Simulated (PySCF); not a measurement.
**Sn: dipole response in x2c-QZVPPall plus 1 even-tempered diffuse shell per l**

How polarisable is Sn at the levels listed below?

Method: unrestricted determinants in a Gaussian basis, no spin-orbit coupling in the energies. Code: PySCF 2.14.0.

## 1. What is computed

```
Element     : tin (Z = 50)
Basis       : x2c-QZVPPall with one added diffuse shell each of s, p, d, f type (14s10p8d5f1g, 128 functions)
Hamiltonian : the spin-free X2C one-electron Hamiltonian (Gaussian nucleus)
State 1     : Sn: [Kr] 4d10 5s2 5p2, high-spin 3P determinant
Methods     : TPSSh
```

The outer shells:

Sn [Kr] 4d10 5s2 5p2
```
[Kr] core
4d [↑↓][↑↓][↑↓][↑↓][↑↓]
5s [↑↓]
5p [↑ ][↑ ][  ]
```

One driver process ran all states and methods and kept the integrals in memory. Each run is shown as a PySCF script that sums up its settings (the driver passes frozen orbitals as a list and adds second-order terms of double hybrids); the logs are those of the runs themselves. The driver starts from symmetry-adapted Hartree-Fock orbitals, holds the occupation by maximum overlap and uses a logarithmic radial grid for functionals, so a plain start would take other cycles.

The integrals over 128 functions and the set-up took 3.2 s of CPU time.

## 2. Sn, at TPSSh

**TPSSh**

The input, input.py:

```python
from pyscf import gto, scf, dft, mp, cc
import basis_set_exchange as bse
mol = gto.M(atom="Sn 0 0 0", charge=0, spin=2, symmetry="D2h",
            basis=gto.basis.parse(bse.get_basis("x2c-QZVPPall", elements=["Sn"], fmt="nwchem", augment_diffuse=1)),
            nucmod="G")
mf = dft.UKS(mol, xc="TPSSH").sfx2c1e()
mf.irrep_nelec = {'Ag': (9, 9), 'B1g': (2, 2), 'B2g': (2, 2), 'B3g': (2, 2), 'B1u': (4, 3), 'B2u': (4, 3), 'B3u': (3, 3)}
mf.kernel()
```

The log of the run:

```text
damping factor = 0
level_shift factor = 0
DIIS = <class 'pyscf.scf.diis.CDIIS'>
diis_start_cycle = 1
diis_space = 10
diis_damp = 0
SCF conv_tol = 1e-09
SCF conv_tol_grad = None
number electrons alpha = 26  beta = 24
XC functionals = TPSSH
    V. N. Staroverov, G. E. Scuseria, J. Tao, and J. P. Perdew.,  J. Chem. Phys. 119, 12129 (2003)
cycle= 1 E= -6176.30218992494  delta_E= -0.0192  |g|= 0.0472  |ddm|= 0.32
cycle= 2 E= -6176.30227200995  delta_E= -8.21e-05  |g|= 0.0232  |ddm|= 0.0291
cycle= 3 E= -6176.3022922421  delta_E= -2.02e-05  |g|= 0.00531  |ddm|= 0.00697
cycle= 4 E= -6176.30229581768  delta_E= -3.58e-06  |g|= 0.00145  |ddm|= 0.00494
cycle= 5 E= -6176.30229617737  delta_E= -3.6e-07  |g|= 7.21e-05  |ddm|= 0.0011
cycle= 6 E= -6176.30229618038  delta_E= -3.01e-09  |g|= 9.55e-06  |ddm|= 0.000174
cycle= 7 E= -6176.30229618041  delta_E= -3.82e-11  |g|= 7.91e-07  |ddm|= 1.94e-05
converged SCF energy = -6176.30229618041  <S^2> = 2.002866  2S+1 = 3.0019101
```

CPU time 2.8 min on a shared host, the integrals not counted.

Orbital energies by shell (radii are means over both spins):

```
shell  electrons  mean orbital energy (eV)  spread (eV)  rms radius (bohr)
 1s α          1                  -29024.5            0             0.0333
 1s β          1                  -29024.5            0             0.0333
 2s α          1                   -4391.7            0              0.136
 2s β          1                   -4391.7            0              0.136
 2p α          3                   -3942.3        0.037              0.121
 2p β          3                   -3942.3        0.061              0.121
 3s α          1                   -853.45            0              0.362
 3s β          1                   -853.43            0              0.362
 3p α          3                   -705.50        0.109              0.363
 3p β          3                   -705.47        0.146              0.363
 3d α          5                   -477.10        0.104              0.343
 3d β          5                   -477.07        0.132              0.343
 4s α          1                   -137.24            0              0.872
 4s β          1                   -137.17            0              0.872
 4p α          3                   -92.308        0.277              0.948
 4p β          3                   -92.227        0.375              0.948
 4d α          5                   -26.912        0.326               1.20
 4d β          5                   -26.743        0.476               1.20
 5s α          1                   -11.547            0               2.58
 5s β          1                    -9.967            0               2.58
 5p α          2                    -4.552            0               3.43
```

⟨S²⟩ = 2.003, ⟨L²⟩ = 2.01.

The driver then solved the coupled dipole response at imaginary frequencies: mean α = 59.03 bohr³ (xx, yy, zz: 47.01, 65.03, 65.03), C₆ = 655.2 au for a like pair.

Radial density 4πr²ρ of Sn at TPSSh, without picture-change correction:

```
r (bohr)  density  spin density
0.000474    0.674         0.000
0.000797     1.57         0.000
 0.00134     3.61         0.000
 0.00226     8.03         0.000
 0.00379     16.9         0.000
 0.00638     32.1         0.000
  0.0107     52.1         0.000
  0.0181     64.8         0.002
  0.0304     58.7         0.009
  0.0511     60.0         0.021
  0.0859     82.3         0.013
   0.145     61.2        -0.007
   0.243     66.7         0.039
   0.409     37.0         0.000
   0.688     22.5         0.094
    1.16     13.8        -0.022
    1.95     3.22         0.586
    3.27     1.08         0.630
    5.51    0.123         0.104
    9.26  0.00228         0.002
```

## 3. The response side by side

Sn, in atomic units:

```
method  mean α  C₆ (like pair)  S(−4)
 TPSSh   59.03           655.2   1341
```

Reference α: 53 ± 6 bohr³ (recommended; Schwerdtfeger and Nagle, table of static dipole polarizabilities (2023 update)). Published C₆: 659.0 (Chu and Dalgarno (2004); Tang, Norbeck and Certain (1976)).

α(iu) at TPSSh:

```
u (hartree)  α(iu) (bohr³)
          0          59.03
     0.0500          55.93
      0.100          48.83
      0.200          34.19
      0.300          24.08
      0.500          13.53
      0.750          8.070
       1.00          5.560
       1.50          3.307
       2.00          2.281
       3.00          1.316
       5.00         0.6126
```

## 4. Results

```
quantity                                 value
 α of Sn  59.03 (TPSSh) bohr³; reference 53.00
```

In words: For Sn TPSSh differs from the reference by +11 %. The basis is finite, and no extrapolation was made.
